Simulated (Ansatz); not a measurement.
**C10H21CuS: one molecule under many settings**

How do the results and run time of C10H21CuS respond when the settings are drawn wide?

The runs use Ansatz 0.2.0, Gaussian basis; the settings change from run to run.

4 further runs of the same task are left out: 4 that didn't finish.

## Step 1: The relaxed structure

The structure was relaxed beforehand with r2SCAN-D4/def2-SVP.

SMILES `CCCCCCCCCC[S][Cu]`, 33 atoms, charge 0, spin multiplicity 1.

Atoms are counted from 1 here; the program's logs count them from 0.

Bond lengths: C1–C2 1.524 Å, C1–H13 1.101 Å, C1–H14 1.103 Å, C1–H15 1.103 Å, C2–C3 1.527 Å, C2–H16 1.106 Å, C2–H17 1.106 Å, C3–C4 1.526 Å, C3–H18 1.107 Å, C3–H19 1.107 Å, C4–C5 1.526 Å, C4–H20 1.107 Å, C4–H21 1.107 Å, C5–C6 1.526 Å, C5–H22 1.107 Å, C5–H23 1.107 Å, C6–C7 1.528 Å, C6–H24 1.106 Å and more. Angles: C2–C1–H13 111.8°, C2–C1–H14 111.2°, C2–C1–H15 111.2°, H13–C1–H14 107.6°, H13–C1–H15 107.6°, H14–C1–H15 107.3°, C1–C2–C3 113.3°, C1–C2–H16 109.7°, C1–C2–H17 109.7°, C3–C2–H16 109.1°, C3–C2–H17 109.0°, H16–C2–H17 105.7°, C2–C3–C4 113.7°, C2–C3–H18 109.3°, C2–C3–H19 109.3°, C4–C3–H18 109.3°, C4–C3–H19 109.3°, H18–C3–H19 105.6° and more.

## Step 2: r2SCANh/def2-SVPD

Set apart from the defaults: charge -1, multiplicity 2, finite nuclei.

in.yaml reads:

```yaml
crystal:
  periodic: [false, false, false]
  atoms:
    - {symbol: C, position_ang: [-5.548865, -0.090550, 1.370142]}
    - {symbol: C, position_ang: [-4.051607, -0.211492, 1.629082]}
    - {symbol: C, position_ang: [-3.195468, 0.225279, 0.442521]}
    - {symbol: C, position_ang: [-1.694992, 0.104543, 0.692631]}
    - {symbol: C, position_ang: [-0.836818, 0.523215, -0.497819]}
    - {symbol: C, position_ang: [0.663229, 0.404344, -0.241571]}
    - {symbol: C, position_ang: [1.516524, 0.783059, -1.450804]}
    - {symbol: C, position_ang: [3.023942, 0.786782, -1.189807]}
    - {symbol: C, position_ang: [3.595712, -0.575452, -0.799633]}
    - {symbol: C, position_ang: [5.107804, -0.569560, -0.609063]}
    - {symbol: S, position_ang: [5.830200, -2.216182, -0.230810]}
    - {symbol: Cu, position_ang: [4.366060, -2.878287, 1.133571]}
    - {symbol: H, position_ang: [-6.141125, -0.413688, 2.240524]}
    - {symbol: H, position_ang: [-5.831023, 0.950857, 1.142707]}
    - {symbol: H, position_ang: [-5.855269, -0.708775, 0.510007]}
    - {symbol: H, position_ang: [-3.776293, 0.390590, 2.514947]}
    - {symbol: H, position_ang: [-3.801625, -1.257032, 1.889034]}
    - {symbol: H, position_ang: [-3.468025, -0.376323, -0.445865]}
    - {symbol: H, position_ang: [-3.440333, 1.272422, 0.180130]}
    - {symbol: H, position_ang: [-1.420675, 0.714746, 1.574526]}
    - {symbol: H, position_ang: [-1.453977, -0.940871, 0.966020]}
    - {symbol: H, position_ang: [-1.079245, 1.566311, -0.777068]}
    - {symbol: H, position_ang: [-1.106564, -0.091785, -1.377625]}
    - {symbol: H, position_ang: [0.890325, -0.631986, 0.070440]}
    - {symbol: H, position_ang: [0.940721, 1.045551, 0.617793]}
    - {symbol: H, position_ang: [1.211233, 1.785866, -1.801582]}
    - {symbol: H, position_ang: [1.291921, 0.090832, -2.284561]}
    - {symbol: H, position_ang: [3.257357, 1.522513, -0.396644]}
    - {symbol: H, position_ang: [3.545359, 1.143329, -2.096757]}
    - {symbol: H, position_ang: [3.138168, -0.926370, 0.150621]}
    - {symbol: H, position_ang: [3.331183, -1.335814, -1.557452]}
    - {symbol: H, position_ang: [5.600110, -0.240117, -1.541977]}
    - {symbol: H, position_ang: [5.392027, 0.154033, 0.174349]}
basis:
  gaussian: {orbitals: def2-SVPD, nuclear_model: gaussian}
total_charge: -1
magnetization: {spin_polarized: true, initial_magnetization: 1}
hamiltonian: {xc: {name: r2SCANh}}
scf: {omitted_lower_state_checks: [starts]}
```

On the command line:

```bash
$ ansatz run in.yaml --threads 4 --pin off --events-out ev --progress --plain --max-ram 6963MiB
```

What it wrote:

```text
Functional definition: r2SCANh
  name "r2SCANh"
  cite "Bursch, Neugebauer, Ehlert & Grimme, J. Chem. Phys. 156, 134105 (2022) doi:10.1063/5.0086040"
  cite "Furness, Kaplan, Ning, Perdew & Sun, J. Phys. Chem. Lett. 11, 8208 (2020) doi:10.1021/acs.jpclett.0c02405"
  cite "Furness, Kaplan, Ning, Perdew & Sun, J. Phys. Chem. Lett. 11, 9248 (2020) doi:10.1021/acs.jpclett.0c03077"
  parent r2scan
  parameter a = 0.1
  parameter k0 = 0.174
  parameter k1 = 0.065
  parameter a1 = 4.9479
  exchange = (1 - a)*r2scan_x(k0 = k0, k1 = k1, a1 = a1) + a*exact_x
  correlation = r2scan_c
these checks for a lower state are left out or cut short: starts
3704 factors; their error is unknown
mean field evaluation 1: about -66150.8890 eV, gradient 5.4e1 eV
mean field evaluation 2: about -65297.6225 eV, gradient 3.8e2 eV
mean field evaluation 4: about -66161.0692 eV, gradient 4.2e1 eV
mean field evaluation 8: about -66165.6743 eV, gradient 4.6e-1 eV
mean field evaluation 16: about -66165.5940 eV, gradient 3.2e-3 eV
mean field -66165.59394863 eV, -2431.5407289616 hartree, gradient 3.7e-5 eV, S^2 0.755048; 0 other end points of the search recorded, 0 dependent functions left out
reference -66165.59398749 eV, -2431.5407303900 hartree; 64, 63 occupied and 365, 366 virtual orbitals, 3704 factors
Total energy: -66165.59398749 eV, -2431.5407303900 hartree
Checks for a lower state left out: starts
```

Run time: 2.8 min. Hardware: 4 threads of Arm Neoverse N1, shared host; peak memory 2.4 GiB.

⟨S²⟩ 0.755.

## Step 3: LC-wPBE/6-31G

This run has the search for lower states set to light.

in.yaml, as its differences from that of step 2:

```diff
@@ -37,6 +37,4 @@
 basis:
-  gaussian: {orbitals: def2-SVPD, nuclear_model: gaussian}
-total_charge: -1
-magnetization: {spin_polarized: true, initial_magnetization: 1}
-hamiltonian: {xc: {name: r2SCANh}}
-scf: {omitted_lower_state_checks: [starts]}
+  gaussian: {orbitals: 6-31G}
+hamiltonian: {xc: {name: LC-wPBE}}
+scf: {lower_state_search: light}
```

Launched as before.

What it wrote, shortened:

```text
Functional definition: LC-wPBE
  name "LC-wPBE"
  cite "Vydrov & Scuseria, J. Chem. Phys. 125, 234109 (2006) doi:10.1063/1.2409292"
  cite "Heyd & Scuseria, J. Chem. Phys. 120, 7274 (2004) doi:10.1063/1.1668634"
  cite "Ernzerhof & Perdew, J. Chem. Phys. 109, 3313 (1998) doi:10.1063/1.476928"
  cite "Perdew, Burke & Ernzerhof, Phys. Rev. Lett. 77, 3865 (1996) doi:10.1103/PhysRevLett.77.3865"
  parent pbe
[...]
2368 factors; integrals over basis functions are off by at most 1.7e-4 eV
969 factors; integrals over basis functions are off by at most 5.2e-4 eV
[...]
mean field -66161.68944195 eV, -2431.3972409879 hartree, gradient 3.8e-5 eV, S^2 0.000000; 0 other end points of the search recorded, 0 dependent functions left out
reference -66161.68944196 eV, -2431.3972409882 hartree; 63, 63 occupied and 111, 111 virtual orbitals, 2368 factors
Total energy: -66161.68944196 eV, -2431.3972409882 hartree
```

Wall time 17 s (4 threads of Arm Neoverse N1, shared host); peak memory 0.72 GiB.

## Step 4: PBE-QIDH/6-31G*

in.yaml, as its differences from that of step 3:

```diff
@@ -37,4 +37,5 @@
 basis:
-  gaussian: {orbitals: 6-31G}
-hamiltonian: {xc: {name: LC-wPBE}}
-scf: {lower_state_search: light}
+  gaussian: {orbitals: "6-31G*"}
+hamiltonian: {xc: {name: PBE-QIDH}}
+scf: {omitted_lower_state_checks: [starts]}
+output: {forces: true}
```

Same command.

What it wrote, shortened:

```text
Functional definition: PBE-QIDH
  name "PBE-QIDH"
  cite "Brémond, Sancho-García, Pérez-Jiménez & Adamo, J. Chem. Phys. 141, 031101 (2014) doi:10.1063/1.4890314"
  cite "Perdew, Burke & Ernzerhof, Phys. Rev. Lett. 77, 3865 (1996) doi:10.1103/PhysRevLett.77.3865"
[...]
2612 factors; integrals over basis functions are off by at most 8.2e-4 eV
[...]
mean field -66122.18435932 eV, -2429.9454559785 hartree, gradient 9.1e-6 eV, S^2 0.000000; 0 other end points of the search recorded, 0 dependent functions left out
20 core orbitals not correlated: weight in the atoms' cores, before any rotation towards them, 1.000 or more for the frozen orbitals, at most 0.000 for the correlated occupied ones
reference -66122.18437621 eV, -2429.9454565995 hartree; 43, 43 occupied and 184, 184 virtual orbitals, 2612 factors
second order -56.00228696 eV of doubles, -0.00000000 eV of singles
[...]
Atom 24 at     0.940721     1.045551     0.617793 Å, force    -0.107254    -0.206266    -0.318417 eV/Å
Atom 25 at     1.211233     1.785866    -1.801582 Å, force     0.119320    -0.334510     0.139931 eV/Å
Atom 26 at     1.291921     0.090832    -2.284561 Å, force     0.089352     0.231392     0.308220 eV/Å
Atom 27 at     3.257357     1.522513    -0.396644 Å, force    -0.095746    -0.274314    -0.269038 eV/Å
Atom 28 at     3.545359     1.143329    -2.096757 Å, force    -0.190122    -0.141571     0.302922 eV/Å
Atom 29 at     3.138168    -0.926370     0.150621 Å, force     0.274894     0.083532    -0.378824 eV/Å
Atom 30 at     3.331183    -1.335814    -1.557452 Å, force     0.107656     0.305867     0.247826 eV/Å
Atom 31 at     5.600110    -0.240117    -1.541977 Å, force    -0.241980    -0.102055     0.392040 eV/Å
Atom 32 at     5.392027     0.154033     0.174349 Å, force    -0.142920    -0.316585    -0.293712 eV/Å
Dipole moment:    -0.804552    -0.005833     0.501607 e Å
Checks for a lower state left out: starts
```

Run time: 95 s. Hardware: 4 threads of Arm Neoverse N1, shared host; peak memory 1.3 GiB.

Largest force 1.282 eV/Å, dipole 4.55 D.

## Step 5: B3LYP/STO-3G

This run has finite nuclei.

in.yaml, as its differences from that of step 4:

```diff
@@ -37,4 +37,4 @@
 basis:
-  gaussian: {orbitals: "6-31G*"}
-hamiltonian: {xc: {name: PBE-QIDH}}
+  gaussian: {orbitals: STO-3G, nuclear_model: gaussian}
+hamiltonian: {xc: {name: B3LYP}}
 scf: {omitted_lower_state_checks: [starts]}
```

Launched as before.

What it wrote, shortened:

```text
Functional definition: B3LYP
  name "B3LYP"
  cite "Stephens, Devlin, Chabalowski & Frisch, J. Phys. Chem. 98, 11623 (1994) doi:10.1021/j100096a001"
  cite "Becke, Phys. Rev. A 38, 3098 (1988) doi:10.1103/PhysRevA.38.3098"
  cite "Lee, Yang & Parr, Phys. Rev. B 37, 785 (1988) doi:10.1103/PhysRevB.37.785"
  cite "Vosko, Wilk & Nusair, Can. J. Phys. 58, 1200 (1980) doi:10.1139/p80-159"
[...]
1283 factors; integrals over basis functions are off by at most 3.5e-4 eV
[...]
mean field -65426.10924401 eV, -2404.3651673078 hartree, gradient 5.8e-6 eV, S^2 0.000000; 0 other end points of the search recorded, 0 dependent functions left out
[...]
reference -65426.10962281 eV, -2404.3651812284 hartree; 63, 63 occupied and 35, 35 virtual orbitals, 1283 factors
Total energy: -65426.10962281 eV, -2404.3651812284 hartree
[...]
Atom 24 at     0.940721     1.045551     0.617793 Å, force    -0.049895    -0.008322    -0.103158 eV/Å
Atom 25 at     1.211233     1.785866    -1.801582 Å, force     0.098321     0.015534     0.046567 eV/Å
Atom 26 at     1.291921     0.090832    -2.284561 Å, force     0.040643     0.007042     0.067966 eV/Å
Atom 27 at     3.257357     1.522513    -0.396644 Å, force    -0.029431    -0.095213     0.000374 eV/Å
Atom 28 at     3.545359     1.143329    -2.096757 Å, force    -0.021037    -0.056144    -0.043627 eV/Å
Atom 29 at     3.138168    -0.926370     0.150621 Å, force    -0.164229     0.157483    -0.005434 eV/Å
Atom 30 at     3.331183    -1.335814    -1.557452 Å, force    -0.030144     0.125220    -0.044512 eV/Å
Atom 31 at     5.600110    -0.240117    -1.541977 Å, force    -0.046778     0.116644     0.021475 eV/Å
Atom 32 at     5.392027     0.154033     0.174349 Å, force     0.027212    -0.055447     0.035555 eV/Å
Dipole moment:     0.207480     0.512371    -0.517084 e Å
Checks for a lower state left out: starts
```

Run time: 34 s. Hardware: 4 threads of Arm Neoverse N1, shared host.

Largest force 1.654 eV/Å, dipole 3.64 D.

## Step 6: All runs side by side

```
            level  charge  multiplicity  geometry  functions  energy (eV)     time
r2SCANh/def2-SVPD      -1             2   relaxed        429   -66165.594  2.8 min
    LC-wPBE/6-31G       0             1   relaxed        174   -66161.689     17 s
  PBE-QIDH/6-31G*       0             1   relaxed        247   -66140.852     95 s
     B3LYP/STO-3G       0             1   relaxed         98   -65426.110     34 s
```

## Step 7: Summary of results

| quantity | value |
| --- | --- |
| runs | 4 |
| quickest | LC-wPBE/6-31G, 17 s |
| slowest | r2SCANh/def2-SVPD, 2.8 min |
| spread of total energies, same state and geometry | 735.6 eV |
| dipole, same state and geometry | 3.64 to 4.55 D |

**Reading.** Run time spans a factor of 10, from LC-wPBE/6-31G to r2SCANh/def2-SVPD. The jobs differ in tasks and options as well as level. The totals spread over 736 eV; they can't be compared across methods or bases. At the r2SCAN-D4/def2-SVP geometry and in the same state, runs without warnings or point charges leave forces up to 1.65 eV/Å (B3LYP/STO-3G).
